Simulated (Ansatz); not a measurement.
# BrH₅N₂OSi: a ladder of functionals and wavefunction methods

One table from this session's results is given with a row withheld; the runs are named, their logs left out.

Computed with Ansatz 0.2.0, Gaussian basis. Level: functionals in def2-TZVPP, the program's frozen cores in correlated methods.

Plan: LDA (SPW92), PBE-D4, revPBE-D4, BLYP-D4, r2SCAN-D4, B97M-V, PBE0-D4, B3LYP-D4, r2SCANh-D4, r2SCAN0-D4, HSE06-D4, BHLYP-D4, CAM-B3LYP-D4, LC-ωPBE, ωB97X-V, ωB97M-V, B2PLYP, PBE-QIDH; CCSD(T)/def2-SVP; CCSD(T)/def2-TZVPP; MP2/def2-QZVPP; extrapolation to the limit; RPA on PBE.

## Structure used throughout

An earlier PBE0-D4 in a triple-zeta def2 set relaxation fixed the geometry.

SMILES `N[Si](N)(O)Br`, 10 atoms, charge 0, spin multiplicity 1.

Atoms are counted from 1 here; the program's logs count them from 0.

Bond lengths: N1–Si2 1.688 Å, N1–H6 1.006 Å, N1–H7 1.006 Å, Si2–N3 1.693 Å, Si2–O4 1.637 Å, Si2–Br5 2.252 Å, N3–H8 1.005 Å, N3–H9 1.007 Å, O4–H10 0.958 Å. Angles: Si2–N1–H6 120.7°, Si2–N1–H7 120.6°, H6–N1–H7 112.8°, N1–Si2–N3 108.2°, N1–Si2–O4 103.8°, N1–Si2–Br5 117.3°, N3–Si2–O4 120.0°, N3–Si2–Br5 102.9°, O4–Si2–Br5 105.3°, Si2–N3–H8 121.6°, Si2–N3–H9 121.0°, H8–N3–H9 113.1°, Si2–O4–H10 116.4°.

Set-up of the first run:

The input, in.yaml:

```yaml
crystal:
  periodic: [false, false, false]
  atoms:
    - {symbol: N, position_ang: [-1.062683, -0.365784, -1.097010]}
    - {symbol: Si, position_ang: [0.194846, 0.148530, -0.096072]}
    - {symbol: N, position_ang: [-0.235590, -0.182021, 1.507446]}
    - {symbol: O, position_ang: [1.523620, -0.550502, -0.747526]}
    - {symbol: Br, position_ang: [0.643677, 2.354951, -0.052078]}
    - {symbol: H, position_ang: [-2.018375, -0.147602, -0.873123]}
    - {symbol: H, position_ang: [-0.912629, -0.489981, -2.084048]}
    - {symbol: H, position_ang: [0.094720, 0.384172, 2.269201]}
    - {symbol: H, position_ang: [-0.498917, -1.111147, 1.791962]}
    - {symbol: H, position_ang: [2.354430, -0.091817, -0.615754]}
basis:
  gaussian: {orbitals: def2-TZVPP}
hamiltonian: {xc: lda}
output: {orbitals: {seedname: orbitals}}
```

Among the steps run: LDA; PBE-D4 (GGA); revPBE-D4 (GGA); BLYP-D4 (GGA); r2SCAN-D4 (meta-GGA); B97M-V (meta-GGA); PBE0-D4 (hybrid); B3LYP-D4 (hybrid); r2SCANh-D4 (hybrid); r2SCAN0-D4 (hybrid); HSE06-D4 (hybrid); BHLYP-D4 (hybrid); CAM-B3LYP-D4 (range-separated); LC-ωPBE-D4 (range-separated; the results give it without D4); ωB97X-V (range-separated); ωB97M-V (range-separated); B2PLYP (double hybrid); PBE-QIDH (double hybrid).

One of the session's tables, all rows but one given; the rest of the session is left out.

It belongs to the step «Frontier levels by functional». 

| functional | HOMO (eV) | LUMO (eV) | gap (eV) |
| --- | --- | --- | --- |
| LDA (SPW92) | -6.41 | -0.37 | 6.04 |
| PBE-D4 | -6.24 | -0.21 | 6.02 |
| revPBE-D4 | -6.17 | -0.13 | 6.04 |
| BLYP-D4 | -6.10 | -0.24 | 5.86 |
| r2SCAN-D4 | -6.57 | 0.45 | 7.02 |
| B97M-V | -6.65 | 0.04 | 6.69 |
| PBE0-D4 | -7.66 | 0.64 | 8.31 |
| B3LYP-D4 | -7.40 | 0.28 | 7.68 |
| r2SCANh-D4 | ? | ? | ? |
| r2SCAN0-D4 | -7.89 | 1.08 | 8.97 |
| HSE06-D4 | -7.26 | 0.28 | 7.54 |
| BHLYP-D4 | -8.94 | 1.28 | 10.22 |
| CAM-B3LYP-D4 | -9.06 | 1.41 | 10.47 |
| LC-ωPBE | -10.47 | 2.77 | 13.23 |
| ωB97X-V | -10.09 | 2.53 | 12.61 |
| ωB97M-V | -9.97 | 2.08 | 12.04 |

**Question.** Estimate the row for r2SCANh-D4.

Worked estimate for «HOMO (eV)». Against the share of exact exchange, r2SCAN-D4 (0, -6.57), r2SCAN0-D4 (0.25, -7.89) give a slope of -5.28 per unit share; at 0.1 the line stands at -7.10.

As computed: HOMO (eV): -7.10; LUMO (eV): 0.71; gap (eV): 7.81. In «HOMO (eV)» the line misses by 0.00.
